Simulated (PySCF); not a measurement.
# Te³⁺ at other levels of theory

Starting from one script, swap the method and compare what comes out for Te³⁺.

Program: PySCF 2.14.0. Level of theory: each script names its method and basis. These are calculated values, not measurements.

1 further run of the same task is left out (it didn't finish).

## Step 1: The atom

Te³⁺: 1 atom, charge 3, spin multiplicity 2.

## Step 2: The base run

Input file input.py:

```python
from pyscf import gto, scf, mp

mol = gto.M(
    atom='Te 0 0 0',
    basis='crenbl',
    ecp={'Te': 'crenbl'},
    charge=3,
    spin=1,
    verbose=4,
)
mf = scf.UHF(mol)
mf.kernel()
mp.MP2(mf).kernel()
mf.dip_moment()
print('orbital energies (hartree):', [e[max(0, n-3):n+3].round(4) for e, n in zip(mf.mo_energy, mol.nelec)])
```

The run is started by

```console
OMP_NUM_THREADS=1 python input.py
```

## Step 3: CASCI (ROHF)

Run 1 changes step after the SCF: mp2 → casci; SCF type: UHF → ROHF; active space: none → 5 electrons in 6 orbitals.

Input file input.py:

```python
from pyscf import gto, scf, mcscf

mol = gto.M(
    atom='Te 0 0 0',
    basis='crenbl',
    ecp={'Te': 'crenbl'},
    charge=3,
    spin=1,
    verbose=4,
)
mf = scf.ROHF(mol)
mf.kernel()
mc = mcscf.CASCI(mf, 6, 5)
mc.kernel()
mc.analyze()
mf.dip_moment()
print('orbital energies (hartree):', mf.mo_energy[..., max(0, mol.nelec[1]-3):mol.nelec[0]+3].round(4))
```

## Step 4: SCF alone

Run 2 changes step after the SCF: mp2 → none.

Changes to input.py since step 2:

```diff
@@ -1,2 +1,2 @@
-from pyscf import gto, scf, mp
+from pyscf import gto, scf
 
@@ -12,3 +12,2 @@
 mf.kernel()
-mp.MP2(mf).kernel()
 mf.dip_moment()
```

## Step 5: Population analysis

Run 3 changes step after the SCF: mp2 → analyze.

Changes to input.py since step 2:

```diff
@@ -1,2 +1,2 @@
-from pyscf import gto, scf, mp
+from pyscf import gto, scf
 
@@ -12,3 +12,3 @@
 mf.kernel()
-mp.MP2(mf).kernel()
+mf.mulliken_pop()
 mf.dip_moment()
```

## Step 6: TDA

Run 4 changes step after the SCF: mp2 → tda; number of roots: none → 8.

Changes to input.py since step 2:

```diff
@@ -1,2 +1,2 @@
-from pyscf import gto, scf, mp
+from pyscf import gto, scf, tdscf
 
@@ -12,3 +12,6 @@
 mf.kernel()
-mp.MP2(mf).kernel()
+td = tdscf.TDA(mf)
+td.nstates = 8
+td.kernel()
+td.analyze(verbose=3)
 mf.dip_moment()
```

What does the calculation give? Wanted: for each run, E(SCF); from base; gap, α spin; after the SCF.

As calculated:

```
                run  E(SCF) (hartree)  from base (eV)  cycles  gap, α spin (eV)                after the SCF
               base        -92.382584               0       7              9.69    MP2 correlation -5.092 eV
       CASCI (ROHF)        -92.379263         +0.0904       7               n/a  CASCI correlation -0.562 eV
          SCF alone        -92.382584          0.0000       7              9.69                          n/a
population analysis        -92.382584          0.0000       7              9.69                          n/a
                TDA        -92.382584          0.0000       7              9.69    lowest root found 0.17 eV
```

Total energies from different bases, Hamiltonians or methods carry different errors, so properties are taken as differences within one set-up.
